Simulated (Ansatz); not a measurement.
## LuSF, space group R-3m: a frozen displacement of one atom, step by step

Computed with Ansatz's Python interface.

The cells in order, each with its output:

```python
import ansatz as az
import numpy as np
```

```python
ECUT = 260
XC = "PBEsol"
DISPERSION = "d3bjatm"
```

```python
structure = (
    az.Lattice.of((1.9873, 1.14736819, 8.20966667), (-1.9873, 1.14736819, 8.20966667), (0.0, -2.29473638, 8.20966667))
    .atom("Lu", (0.5, 0.5, 0.5))
    .atom("Lu", (0.0, 0.0, 0.0))
    .atom("S", (0.3911, 0.3911, 0.3911))
    .atom("S", (0.6089, 0.6089, 0.6089))
    .atom("F", (0.1673, 0.1673, 0.1673))
    .atom("F", (0.8327, 0.8327, 0.8327))
)
```

```python
inverse = np.linalg.inv(np.array(structure.lattice.vectors))
home = np.array(structure.sites[0].position)
values = np.linspace(-0.05, 0.05, 5)
energies, pulls = [], []
for shift in values:
    moved = structure.move(0, to=home + shift * inverse[1])
    setup = (
        moved.calculation()
        .basis(ECUT)
        .functional(XC, dispersion=DISPERSION)
        .kpoints(6)
        .occupations(az.OccupationsMethod.FIXED)
        .pseudopotentials("paw")
        .forces()
    )
    rep = setup.run().report
    energies.append(rep["free_energy_ev"])
    pulls.append(rep["forces_ev_ang"][0][1])

# the force is minus the slope of the free energy
print("shift (A)   dE (eV)   force along y (eV/A)")
for shift, e, f in zip(values, energies, pulls):
    print(f"{shift:8.3f} {e - energies[2]:10.5f} {f:12.4f}")
print(f"stiffness from energies {2 * np.polyfit(values, energies, 2)[0]:.3f}, from forces {-np.polyfit(values, pulls, 1)[0]:.3f} eV/A^2")
```

    DeckWarning: basis.ecutwfc = 260 eV is below the records' recommended 420 eV, and the density's cutoff is lower with it unless basis.ecutrho_ratio is high enough to keep the records' density cutoff: compare with a run at a higher cutoff
    shift (A)   dE (eV)   force along y (eV/A)
      -0.050    0.00134       0.0598
      -0.025    0.00030       0.0251
       0.000    0.00000       0.0000
       0.025    0.00030      -0.0251
       0.050    0.00134      -0.0598
    stiffness from energies 1.083, from forces 1.158 eV/A^2

The curvature of the energy gives 1.083 eV/Å² and the slope of the force 1.158 eV/Å², a positive curvature.

What to keep in mind:
- The settings weren't tested for convergence.
- The cutoff lies under the one recommended for these potentials.
- The structure is a deposited one; some such entries were measured under pressure or heat, so a shift against it needn't be the functional's error alone.
- Warnings are shown shortened and without file and line.
- All periodic images of the atom move with it, so the curvature is one diagonal element of the zone-centre force constants and no normal mode; a positive value doesn't exclude soft modes in which several atoms move.
- Run time: 87 s on 1 thread of Arm Neoverse V1, on a shared host, peak memory 0.47 GiB.
